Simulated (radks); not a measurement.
**Valence configurations of Rh**

The task here is to estimate one member of a computed series from the others.

Program: radks (a radial shooting solver on a logarithmic mesh, Libxc functionals) version 1. Level of theory: Dirac Kohn-Sham, PBEsol, spin-unpolarised, spherical densities, finite nucleus; open shells are shared between the two j in proportion to 2j + 1. These are calculated values, not measurements, unless marked.

**Starting point**

| Quantity | Value |
| --- | --- |
| element | rhodium (Z = 45) |
| charge | 0 |
| electrons | 45 |
| configuration | [Kr] 4d8 5s1 |
| nuclear rms radius | 4.4945 fm |
| others tried | 4d7 5s1 5p1; 4d7.5 5s1 5p0.5; 4d7.5 5s1.5; 4d6 5s1 5p2; 4d6.5 5s1 5p1.5; 4d8 5s0.5 5p0.5; 4d6.5 5s2 5p0.5; 4d7 5p2; 4d8 5p1 |

Outer shells as boxes (Hund's rule):

Rh
```
[Kr] core
4d [↑↓][↑↓][↑↓][↑ ][↑ ]
5s [↑ ]
```

The first run:

Input:

```text
Z 45
configuration [Kr] 4d8 5s1
relativity Dirac
functional pbe_sol,pbe_sol
spin unpolarised
j_filling average
nucleus finite rms 4.4945 fm
c 137.035999084
```

Steps of the session up to this table: [Kr] 4d8 5s1.

One table of the session follows, with a row left open; its other results are not shown here.

It belongs to the step «[Kr] 4d8 5s1». From the orbitals of this run (lengths in bohr):

| level | <r> | outermost maximum (interpolated) | 90 % within | nodes |
| --- | --- | --- | --- | --- |
| 3d3/2 | 0.3685 | 0.290 | 0.586 | 0 |
| 3d5/2 | 0.3719 | 0.292 | 0.591 | 0 |
| 4s1/2 | 0.9801 | 0.881 | 1.43 | 3 |
| 4p1/2 | 1.061 | 0.927 | 1.57 | 2 |
| 4p3/2 | ? | ? | ? | ? |
| 4d3/2 | 1.577 | 1.14 | 2.59 | 1 |
| 4d5/2 | 1.605 | 1.15 | 2.64 | 1 |
| 5s1/2 | 3.275 | 2.64 | 4.99 | 4 |

**Question.** Estimate the row for 4p3/2.

As computed: <r>: 1.092; outermost maximum (interpolated): 0.952; 90 % within: 1.62; nodes: 2. In the column «<r>» it lies between 4p1/2 (1.061) and 4d3/2 (1.577).
